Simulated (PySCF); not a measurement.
Runs of PySCF 2.14.0 on FGeSClH2. The cell holds a molecule in a box, 6 atoms: a = 12.000 Å, b = 13.000 Å, c = 13.000 Å, α = 90.00°, β = 90.00°, γ = 90.00°. 

| task | level | three-body dispersion term | conv_tol | exxdiv | grid for exchange and correlation | frozen core bands | gap on the mesh (eV) |
| --- | --- | --- | --- | --- | --- | --- | --- |
| atomic charges | B3LYP+D4 | yes | 1e-07 Ha | ewald | Becke, atom-centred | - | 6.93 |
| atomic charges | PBEsol+D3 | no | 1e-07 Ha | - | Becke, atom-centred | - | 5.12 |
| excitation energies (Tamm-Dancoff) | PBE0 | - | 1e-08 Ha | ewald | Becke, atom-centred | 20 | 7.52 |
| MP2 correlation energy | HF | - | 1e-08 Ha | ewald | - | 20 | (a) |

Alike in all rows: potentials or basis def2-svp (all-electron); no spin polarisation; cell as given; k mesh 1 × 1 × 1; smearing fixed.

Question: Estimate the missing entries.

Answer: (a) 14.65.

Caveats: this is a molecule in a periodic box at the Γ point, so its band gap is the HOMO-LUMO gap; relativity is left out, which matters for the heavier elements; the basis of atomic orbitals isn't converged, which shifts pressures, moduli and gaps; the basis is small and the box finite, so much correlation energy is missing and levels can be off by tenths of an eV (some runs); the iterative solver can pass over a root and still report convergence (some runs).

A k mesh can miss the band edges, and the runs leave out spin-orbit coupling on Ge.

Runs at the PBE level aren't shown here.
